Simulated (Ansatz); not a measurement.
**ZrO2: geometry and frequencies at several levels**

An exercise on one series of results from a longer session: the logs are not shown, and one member is left open.

Method: the levels named in each step, in Ansatz 0.2.0.

## Starting point

Bond lengths: O1–Zr2 1.779 Å, Zr2–O3 1.779 Å. Angles: O1–Zr2–O3 106.4°.

Structure file:

```xyz
3

O    -1.0364    0.3093   -1.2174
Zr   -0.1014   -0.0643    0.2494
O     1.6145    0.0575   -0.2046
```

The first run:

The input, input.yaml:

```yaml
crystal:
  periodic: [false, false, false]
  atoms:
    - { symbol: O, position_ang: [-1.03638, 0.3093, -1.21745] }
    - { symbol: Zr, position_ang: [-0.1014, -0.06434, 0.24941] }
    - { symbol: O, position_ang: [1.61454, 0.05752, -0.20463] }
basis:
  gaussian: { orbitals: def2-SVP }
hamiltonian:
  xc: pbe
  dispersion: d4
relax:
  f_tol: 0.03
  max_steps: 200
```

Started as:

```console
$ ansatz run input.yaml --threads 2 --pin off --max-ram 5120MiB --backend cpu --events-out ev --progress --plain --runs-dir out
```

Among the steps run: A rough first relaxation, PBE-D4/def2-SVP; Relaxation, PBE0-D4/def2-TZVPP; Frequencies, PBE0-D4/def2-TZVPP; Relaxation, PBE-D4/def2-TZVPP; Frequencies, PBE-D4/def2-TZVPP; Relaxation, r2SCAN-D4/def2-TZVPP; Frequencies, r2SCAN-D4/def2-TZVPP; Relaxation, B3LYP-D4/def2-TZVPP; Frequencies, B3LYP-D4/def2-TZVPP; Relaxation, B2PLYP/def2-TZVPP; Frequencies, B2PLYP/def2-TZVPP.

One table of the session follows, with a row left open; its other results are not shown here.

It belongs to the step «Geometries side by side». 

| level | O1–Zr2 (Å) | Zr2–O3 (Å) | dipole (D) | highest frequency (cm⁻¹) |
| --- | --- | --- | --- | --- |
| PBE0-D4/def2-TZVPP | ? | ? | ? | ? |
| PBE-D4/def2-TZVPP | 1.7780 | 1.7780 | 7.34 | 909 |
| r2SCAN-D4/def2-TZVPP | 1.7694 | 1.7694 | 7.73 | 939 |
| B3LYP-D4/def2-TZVPP | 1.7719 | 1.7719 | 7.79 | 935 |
| B2PLYP/def2-TZVPP | 1.7845 | 1.7845 | 7.58 | 889 |

**Question.** Estimate the row for PBE0-D4/def2-TZVPP.

As computed: O1–Zr2 (Å): 1.7576; Zr2–O3 (Å): 1.7576; dipole (D): 7.81; highest frequency (cm⁻¹): 960. In the column «O1–Zr2 (Å)» it is the lowest.
